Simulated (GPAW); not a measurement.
A run of GPAW 26.7.0:

File run.py:

```python
from ase import Atoms
from ase.dft.bandgap import bandgap
from ase.io import write
from ase.units import Bohr, GPa
from gpaw import GPAW, PW, setup_paths
from gpaw.elf import elf_from_dft_calculation

setup_paths.insert(0, '.')

atoms = Atoms(['Zr', 'B'],
              cell=[[1.96143346, -1.98571627, 0.0],
                    [1.96143346, 1.98571627, 0.0],
                    [0.0, 0.0, 4.01394563]],
              scaled_positions=[[0.0, 0.0, 0.5],
                                [0.5, 0.5, 0.5]],
              pbc=True)

calc = GPAW(mode=PW(680),
            xc='WC',
            kpts={'size': (6, 6, 4), 'gamma': True},
            occupations={'name': 'fermi-dirac', 'width': 0.01},
            nbands=17,
            convergence={'density': 1e-05, 'energy': 1e-05},
            mixer={'backend': 'msr1', 'beta': 0.15},
            eigensolver={'name': 'davidson', 'niter': 4},
            maxiter=150,
            txt='gpaw.txt')
atoms.calc = calc
energy = atoms.get_potential_energy()
forces = atoms.get_forces()
stress = atoms.get_stress()
calc.write('gs.gpw')
write('result.traj', atoms)
print(f'Energy: {energy:.6f} eV')
print('Forces (eV/A):')
print(forces.round(4))
print('Stress (GPa):', (stress / GPa).round(3))
print('Fermi level:', round(calc.get_fermi_level(), 4), 'eV')
print(f'Gap: {bandgap(calc)[0]:.4f} eV, direct: {bandgap(calc, direct=True)[0]:.4f} eV')

# fields on the real-space grid
write('density.cube', atoms, data=calc.get_pseudo_density() * Bohr**3)
write('potential.cube', atoms, data=calc.get_electrostatic_potential())
write('elf.cube', atoms, data=elf_from_dft_calculation(calc).data)
```

Potentials or basis: PAW data sets generated in the run's folder for this functional, pw.

The run is started by

```console
$ gpaw-setup -f WC B Zr
$ OMP_NUM_THREADS=1 python run.py
```

Hardware: 1 thread of Arm Neoverse V2, with other jobs on the host.

Estimate the wall time of this run.

It took 24 s on 1 thread of Arm Neoverse V2, with other jobs on the host, peak memory 0.15 GiB. Counts: scf iterations 11, plane waves 1272, bands 17, k points 39.
